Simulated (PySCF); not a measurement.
# InN₂: quartet, from a linear start

Aim: relax InN₂ as a quartet from a linear start, check by its vibrations whether the end is a minimum, and collect its spectrum and constants.

Computed with PySCF 2.14.0. Level: PBE0, basis In def2-TZVP with ECP28, N def2-TZVP, scalar-relativistic core potentials, no spin–orbit coupling, density fitting.

**1. The system as given**

3 atoms, charge 0, spin multiplicity 4.

Bond lengths: In1–N2 1.960 Å, In1–N3 1.960 Å. Angles: N2–In1–N3 180.0°.

Coordinates in bohr (charge 0 multiplicity 4):
```
In    0.0000    0.0000    0.0000
N     0.0000    0.0000    3.7039
N     0.0000    0.0000   -3.7039
```

**2. Finding the electronic state**

The steps below are one call of a driver around PySCF. For each, scf.py gives the equivalent set-up of the SCF; relaxations use the driver's own optimiser. After this first run the driver tries any further starts and a stability analysis.

The input, scf.py:

```python
from pyscf import gto, scf, dft
mol = gto.M(atom='''
In     0.000000     0.000000     0.000000
N      0.000000     0.000000     1.960000
N      0.000000     0.000000    -1.960000''',
    basis={'In': 'def2-TZVP', 'N': 'def2-TZVP'},
    ecp={'In': 'def2-TZVP'},
    charge=0, spin=3)
mf = dft.UKS(mol, xc='PBE0')
mf.grids.atom_grid = (50, 194)
aux = {'In': 'def2-universal-JKFIT', 'N': 'def2-universal-JKFIT'}
mf = mf.density_fit(auxbasis=aux)
mf.conv_tol = 1e-08
mf.diis_space = 10
mf.max_cycle = 60
mf.init_guess = 'minao'
mf.verbose = 4
mf.kernel()
```

Started as:

```
OMP_NUM_THREADS=4 python axn.py task.json out
```

The log of the run:

```text
init E= -266.382349064478
[... the frontier-level lines of each cycle are left out ...]
cycle= 1 E= -298.345795235952  delta_E=  -32  |g|= 1.53  |ddm|= 32.2
cycle= 2 E= -292.306448945581  delta_E= 6.04  |g|= 4.15  |ddm|= 6.38
cycle= 3 E= -299.277257871123  delta_E= -6.97  |g|= 0.191  |ddm|= 3.08
cycle= 4 E= -299.27492464171  delta_E= 0.00233  |g|= 0.216  |ddm|= 0.406
cycle= 5 E= -299.299614728326  delta_E= -0.0247  |g|= 0.018  |ddm|= 0.21
cycle= 6 E= -299.300362957727  delta_E= -0.000748  |g|= 0.00804  |ddm|= 0.0457
cycle= 7 E= -299.300575686709  delta_E= -0.000213  |g|= 0.00383  |ddm|= 0.0314
cycle= 8 E= -299.300609265489  delta_E= -3.36e-05  |g|= 0.000577  |ddm|= 0.0178
cycle= 9 E= -299.30060998043  delta_E= -7.15e-07  |g|= 0.000107  |ddm|= 0.00267
cycle= 10 E= -299.30061000655  delta_E= -2.61e-08  |g|= 2.63e-05  |ddm|= 0.000696
cycle= 11 E= -299.300610007481  delta_E= -9.31e-10  |g|= 3.69e-06  |ddm|= 0.00013
Extra cycle  E= -299.300610007499  delta_E= -1.76e-11  |g|= 3.88e-06  |ddm|= 1.13e-05
converged SCF energy = -299.300610007499  <S^2> = 3.8896576  2S+1 = 4.0692297
```

This step, with its further starts and checks, ran for 9.7 s (4 threads of Arm Neoverse V1, shared host).

The starts that the driver tried:

```tsv
start	energy (Eh)
the minimal-basis guess	-299.300610
a thermally smeared density	-299.300610
a smeared PBE density	-299.300610
```

No lower solution of this spin turned up from the other starts or in the test of internal stability.

**3. Relaxation: linear start, quartet**

The program finds D∞h symmetry in the start, which this walk keeps. Threshold on the gradient: 0.0003 Eh/bohr, with a further test on the energy change.

scf.py: that of step 2 with these lines changed.

```diff
@@ -16 +15,0 @@
-mf.init_guess = 'minao'
```

Steps of the walk:

```tsv
step	energy (Eh)	change (kJ/mol)	largest symmetric gradient (Eh/bohr)
0	-299.300610	0.00	0.00974
1	-299.301072	-1.21	0.00156
2	-299.301085	-1.25	0.00010
3	-299.301085	-1.25	0.00000
```

The walk took 6.5 s.

Geometry (Å) and forces (eV/Å) at some steps:

```
step 0
In   0.000   0.000   0.000   0.000   0.000   0.000
N    0.000   0.000   1.960   0.000   0.000   0.501
N    0.000   0.000  -1.960   0.000   0.000  -0.501
step 1
In   0.000   0.000   0.000   0.000   0.000   0.000
N    0.000   0.000   1.982   0.000   0.000   0.080
N    0.000   0.000  -1.982   0.000   0.000  -0.080
step 2
In   0.000   0.000   0.000   0.000   0.000   0.000
N    0.000   0.000   1.986   0.000   0.000   0.005
N    0.000   0.000  -1.986   0.000   0.000  -0.005
step 3
In   0.000   0.000   0.000   0.000   0.000   0.000
N    0.000   0.000   1.986   0.000   0.000   0.000
N    0.000   0.000  -1.986   0.000   0.000   0.000
```

End point (D∞h, 3 steps, 1.2 kJ/mol gained): In–N 1.986 Å (×2); N–In–N 180.0°.

**4. Is it a minimum? Harmonic modes**

On the finer grid the gradient is checked again; gradients at displacements of ±0.02 bohr then give force constants and infrared intensities.

scf.py: that of step 3 with these lines changed.

```diff
@@ -3,3 +3,3 @@
-In     0.000000     0.000000     0.000000
-N      0.000000     0.000000     1.960000
-N      0.000000     0.000000    -1.960000''',
+In    -0.000000     0.000000     0.000000
+N      0.000000    -0.000000     1.986375
+N     -0.000000     0.000000    -1.986375''',
@@ -10 +10 @@
-mf.grids.atom_grid = (50, 194)
+mf.grids.atom_grid = (75, 302)
@@ -13 +13 @@
-mf.conv_tol = 1e-08
+mf.conv_tol = 1e-10
```

The driver hands on the density of the step before, so the log starts near convergence.

SCF at the final geometry:

```text
init E= -299.301064056181
[... the frontier-level lines of each cycle are left out ...]
cycle= 1 E= -299.301064056181  delta_E= 3.41e-13  |g|= 7.25e-07  |ddm|= 1.34e-06
Extra cycle  E= -299.301064056182  delta_E= -3.98e-13  |g|= 1.09e-06  |ddm|= 1.87e-06
converged SCF energy = -299.301064056182  <S^2> = 3.8985352  2S+1 = 4.0735907
```

The whole step took 22 s.

Geometry: D∞h; In–N 1.986 Å (×2); N–In–N 180.0°.

Harmonic modes (main isotopes):

```
ω (cm⁻¹)  IR (km/mol)  μ (u)     type
     125          9.3  16.91     bend
     138         29.0  16.91     bend
     454          720  16.91  stretch
     586          0.0  14.00  stretch
```

Every mode is real; the point is a minimum.

Here the density breaks the symmetry of the frame, and no labels are given; pairs that should be degenerate can split.

Properties at this point:

```
Dipole moment                                                   : 0.00 D
Highest occupied level                                          : -6.06 eV
Lowest empty level                                              : -4.10 eV
Rotational constants                                            : 0.1526 cm⁻¹
Zero-point energy                                               : 7.8 kJ/mol
Principal polarisabilities                                      : 32.1, 49.9, 171.7 bohr³
Atomisation energy without zero-point energy                    : 261 kJ/mol
Principal traceless quadrupole moments about the centre of mass : -16.33, 5.35, 10.97 D Å
Entropy at 298.15 K and 1 bar (electronic part: spin only)      : 274.5 J/(mol K)
Heat capacity Cp at 298.15 K                                    : 55.3 J/(mol K)
Enthalpy at 298.15 K above 0 K                                  : 13.35 kJ/mol
Rotational symmetry number                                      : 2
Spin squared ⟨S²⟩                                               : 3.899
```

Charges (e) and bond orders:

```
atom  Mulliken  Löwdin  polar tensor  spin (Mulliken)  Mayer order to In1
 In1      0.59    0.38         -0.93            -0.28                   –
N2,3     -0.30   -0.19          0.47             1.64                1.46
```

Mulliken populations on In1 (outside its core potential): s 3.16, p 7.08, d 10.09, f 0.07.

**5. Summary of results**

| quantity | value |
| --- | --- |
| minimum | quartet, D∞h |
| geometry | In–N 1.986 Å (×2); N–In–N 180.0° |
| wavenumbers (cm⁻¹) | 125, 138, 454, 586 |
| dipole moment | 0.00 D |
| highest occupied, lowest empty level (either spin) | -6.06, -4.10 eV |
| polar-tensor charge of In1 | -0.93 e |
| zero-point energy | 7.8 kJ/mol |
| entropy at 298.15 K | 274.5 J/(mol K) |
| atomisation energy (no zero-point energy) | 261 kJ/mol |
| ⟨S²⟩ | 3.899 |

**Reading.** The molecule stays D∞h, as typed, and the end point is a minimum. The strongest infrared band lies at 454 cm⁻¹ (stretch). In1 has a polar-tensor charge of -0.9 e (a dipole derivative, not a static charge), yet symmetry cancels the bond dipoles. Only this shape and spin were tried, so other structures or states may lie lower. The SCF density has lower symmetry than the nuclear frame. With an element this heavy the missing spin–orbit coupling can shift these numbers.

The search up to here took 38 s.
